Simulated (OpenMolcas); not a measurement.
**Hf³⁺ among point charges: CASSCF and CASPT2 levels, g values and susceptibility**

Aim: the splitting of the states of Hf³⁺ in the field of 6 point charges, its lowest levels with spin-orbit coupling and its magnetic susceptibility.

Program: OpenMolcas 26.06. Level of theory: state-averaged CASSCF and CASPT2, spin-orbit coupling by RASSI with atomic mean-field integrals. These are calculated values, not measurements, unless marked.

### Step 1. What is computed

```
Species                           : Hf³⁺ (hafnium, Z = 72, 69 electrons)
Basis                             : ANO-RCC-VDZP [7s6p4d2f1g], 68 functions
Scalar Hamiltonian                : DKH2, point nucleus
Inactive shells                   : 1s 2s 2p 3s 3p 3d 4s 4p 4d 4f 5s 5p
Active space                      : 1 electron in 5 orbitals (5d)
Some configurations of this space : 5d
Orbitals                          : optimised for each spin and parity, averaged over all roots
```

Outer shells as boxes (Hund's rule):

5d
```
5d [↑ ][  ][  ][  ][  ]
```

The ion sits among 6 point charges of -1.36 e arranged as an octahedron (Oh), 2.19 Å from the ion.

The work runs as a chain of OpenMolcas steps in one folder; each step below is one input file. The outputs are cut to the sections that carry results. Labels, J, g values, rates, χT and fits are worked out afterwards by a script from the matrices that RASSI stores. The input lists half of the charges; inversion (Group=XYZ) makes the rest.

### Step 2. Basis and integrals

The input, a.inp:

```
&GATEWAY
Coord
1

Hf 0.0 0.0 0.0
Basis=ANO-RCC-VDZP
Group=XYZ
NoMove
AngMom=0.0 0.0 0.0
AMFI
XField
3 Angstrom 0
2.190000 0.000000 0.000000 -1.360000
0.000000 2.190000 0.000000 -1.360000
0.000000 0.000000 2.190000 -1.360000
&SEWARD
```

Started as:

```console
> OMP_NUM_THREADS=1 MOLCAS_MEM=1689 MOLCAS_PROJECT=a pymolcas a.inp > a.log
```

### Step 3. Reference wave functions, doublets of even parity, 5 roots

The input, a.inp:

```
&RASSCF
FileOrb=start.orb
Symmetry=1
Spin=2
nActEl=1 0 0
Inactive=15 19
Ras2=5 0
CIRoot=5 5 1
SDav=5
CIMx=300
Iter=120 100
PrWF=0.3
OrbListing=Nothing
MaxOrb=0
>>> COPY $Project.JobIph JOB001
```

start.orb holds the contracted functions of the basis, ordered by shell, or the orbitals of the step before.

### Step 4. State interaction with spin-orbit coupling

The input, a.inp:

```
&RASSI
NrOfJobIphs=1 5
1 2 3 4 5
IphNames
JOB001
EJob
SpinOrbit
DIPRint=1.0
SOCoupling=1000.0
Subsets=2
Property=9
'ANGMOM' 1 'ANGMOM' 2 'ANGMOM' 3 'MLTPL  1' 1 'MLTPL  1' 2 'MLTPL  1' 3
'AMFI' 1 'AMFI' 2 'AMFI' 3
SOProperty=3
'ANGMOM' 1 'ANGMOM' 2 'ANGMOM' 3
```

### Step 5. CASPT2: IPEA 0.25, imaginary shift 0.1 (closed shells correlated: 4f 5s 5p)

The input, a.inp:

```
>>> COPY JOB001 $Project.JobIph
&CASPT2
Multistate=5 1 2 3 4 5
NoMult
Frozen=14 9
IPEA=0.25
Imaginary=0.1
MaxIter=60
WThr=0.0 0.3 0.05
PrWF=0.5
NoMix
```

(Steps that only read results are left out.)

What does the calculation give? Wanted: spin-free ground state; first state of the same spin; lowest level; next level.

The runs gave:

| quantity | value |
| --- | --- |
| method | SS-CASPT2, IPEA 0.25, imaginary shift 0.1 (closed shells correlated: 4f 5s 5p) |
| spin-free ground state | 2T2, 3-fold in its orbital part |
| first state of the same spin | 2E at 15600 cm⁻¹ |
| lowest level | 4-fold Γ8 |
| next level | 3065.6 cm⁻¹ |
| χT at 300 K | 0.09 cm³ K/mol |
| effective moment at 300 K | 0.83 μB |

Cost by method:

```
                                                 method  time of its own steps  time with the reference
                                              A. CASSCF                    2 s                      2 s
B. SS-CASPT2, IPEA 0.25, imaginary shift 0.1, +4f 5s 5p                 0.87 s                    2.8 s
```

Times are of one thread on a shared host.

What this shows: The spin-free ground state (2T2) comes to 100 % from free-ion D terms and keeps the highest spin of the shell. χT at 300 K is 0.09, against 0.38 cm³ K/mol for the spin alone, so orbital moment lowers it. A ligand-field fit to the states below 45000 cm-1 gives 10Dq = 15558 cm-1, the gap between the two states. CASPT2 does not keep the components of a term degenerate, and the means are used. Point charges give too small a field for d ions at true ligand charges. Point charges carry no covalency, so the field is a model and not that of real ligands.
